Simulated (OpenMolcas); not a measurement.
**Mo²⁺ among point charges: CASSCF levels and susceptibility**

Aim: the splitting of the states of Mo²⁺ in the field of 6 point charges, its lowest levels with spin-orbit coupling and its magnetic susceptibility.

The numbers are computed with OpenMolcas 26.06 (state-averaged CASSCF, spin-orbit coupling by RASSI with atomic mean-field integrals), except any that are marked as measured or tabulated.

1 further run of the same task is left out (it didn't finish).

## 1. Starting point

| Item | Value |
| --- | --- |
| Species | Mo²⁺ (molybdenum, Z = 42, 40 electrons) |
| Basis | ANO-RCC-VDZP [6s5p3d1f], 43 functions |
| Scalar Hamiltonian | DKH2, point nucleus |
| Inactive shells | 1s 2s 2p 3s 3p 3d 4s 4p |
| Active space | 4 electrons in 5 orbitals (4d) |
| Some configurations of this space | 4d4 |
| Orbitals | optimised for each spin and parity, averaged over all roots |

Outer shells as boxes (Hund's rule):

4d4
```
4d [↑ ][↑ ][↑ ][↑ ][  ]
```

The ion sits among 6 point charges of -1.5 e arranged as an octahedron (Oh), 1.79 Å from the ion. The active orbitals were held to one l.

Each step is its own input file, run in one work folder so that later steps find the files of earlier ones. Labels, J, g values, rates, χT and fits are worked out afterwards by a script from the matrices that RASSI stores. The input lists half of the charges; inversion (Group=XYZ) makes the rest.

## 2. One- and two-electron integrals

Input file a.inp:

```
&GATEWAY
Coord
1

Mo 0.0 0.0 0.0
Basis=ANO-RCC-VDZP
Group=XYZ
NoMove
AngMom=0.0 0.0 0.0
AMFI
XField
3 Angstrom 0
1.790000 0.000000 0.000000 -1.500000
0.000000 1.790000 0.000000 -1.500000
0.000000 0.000000 1.790000 -1.500000
&SEWARD
```

On the command line:

```bash
$ OMP_NUM_THREADS=1 MOLCAS_MEM=1689 MOLCAS_PROJECT=a pymolcas a.inp > a.log
```

## 3. Reference wave functions, quintets of even parity, 5 roots

Input file a.inp:

```
&RASSCF
FileOrb=start.orb
Symmetry=1
Spin=5
nActEl=4 0 0
Inactive=9 9
Ras2=5 0
CIRoot=5 5 1
SDav=5
CIMx=300
Iter=120 100
PrWF=0.3
OrbListing=Nothing
MaxOrb=0
SupSym
1
15 4 5 6 7 8 10 11 12 13 14 17 18 19 20 21
0
>>> COPY $Project.JobIph JOB001
```

start.orb holds the contracted functions of the basis, ordered by shell, or the orbitals of the step before.

## 4. CASSCF: triplets of even parity, 45 roots

Input file a.inp:

```
&RASSCF
FileOrb=start.orb
Symmetry=1
Spin=3
nActEl=4 0 0
Inactive=9 9
Ras2=5 0
CIRoot=45 45 1
SDav=45
CIMx=300
Iter=120 100
PrWF=0.3
OrbListing=Nothing
MaxOrb=0
SupSym
1
15 4 5 6 7 8 10 11 12 13 14 17 18 19 20 21
0
>>> COPY $Project.JobIph JOB002
```

## 5. Reference wave functions, singlets of even parity, 50 roots

Input file a.inp:

```
&RASSCF
FileOrb=start.orb
Symmetry=1
Spin=1
nActEl=4 0 0
Inactive=9 9
Ras2=5 0
CIRoot=50 50 1
SDav=50
CIMx=300
Iter=120 100
PrWF=0.3
OrbListing=Nothing
MaxOrb=0
SupSym
1
15 4 5 6 7 8 10 11 12 13 14 17 18 19 20 21
0
>>> COPY $Project.JobIph JOB003
```

## 6. RASSI: spin-orbit coupling between the states

Input file a.inp:

```
&RASSI
NrOfJobIphs=3 5 45 50
1 2 3 4 5
1 2 3 4 5 6 7 8 9 10 11 12 13 14 15 16 17 18 19 20 21 22 23 24 25 26 27
28 29 30 31 32 33 34 35 36 37 38 39 40 41 42 43 44 45
1 2 3 4 5 6 7 8 9 10 11 12 13 14 15 16 17 18 19 20 21 22 23 24 25 26 27
28 29 30 31 32 33 34 35 36 37 38 39 40 41 42 43 44 45 46 47 48 49 50
IphNames
JOB001
JOB002
JOB003
EJob
SpinOrbit
DIPRint=1.0
SOCoupling=1000.0
Subsets=2
Property=9
'ANGMOM' 1 'ANGMOM' 2 'ANGMOM' 3 'MLTPL  1' 1 'MLTPL  1' 2 'MLTPL  1' 3
'AMFI' 1 'AMFI' 2 'AMFI' 3
SOProperty=3
'ANGMOM' 1 'ANGMOM' 2 'ANGMOM' 3
```

Q: Predict the outcome of this session. Wanted: spin-free ground state; first state of the same spin within the active space; lowest level; next level.

The runs gave:

| quantity | value |
| --- | --- |
| method | CASSCF |
| spin-free ground state | 3T1, 3-fold in its orbital part |
| first state of the same spin within the active space | 3T1 at 19900 cm⁻¹ |
| lowest level | 1-fold A1 |
| next level | 331.3 cm⁻¹ |
| χT at 300 K | 1.60 cm³ K/mol |
| effective moment at 300 K | 3.57 μB |

**Reading.** The spin-free ground state (3T1) comes to 38 % from free-ion H terms and has less than the highest spin computed. χT at 300 K is 1.60, against 1.00 cm³ K/mol for the spin alone, so orbital moment adds to it. A ligand-field fit to the states below 45000 cm-1 gives 10Dq = 23050 cm-1, B = 649 cm-1 and C = 2701 cm-1 (C/B = 4.16), with a deviation of 447 cm-1. The field of point charges can differ much from that of real complexes. With metal d orbitals alone active, the gaps between spin states are rough; where two lie within a few thousand cm-1, their order is open. This is an electrostatic model: the charges have no orbitals.
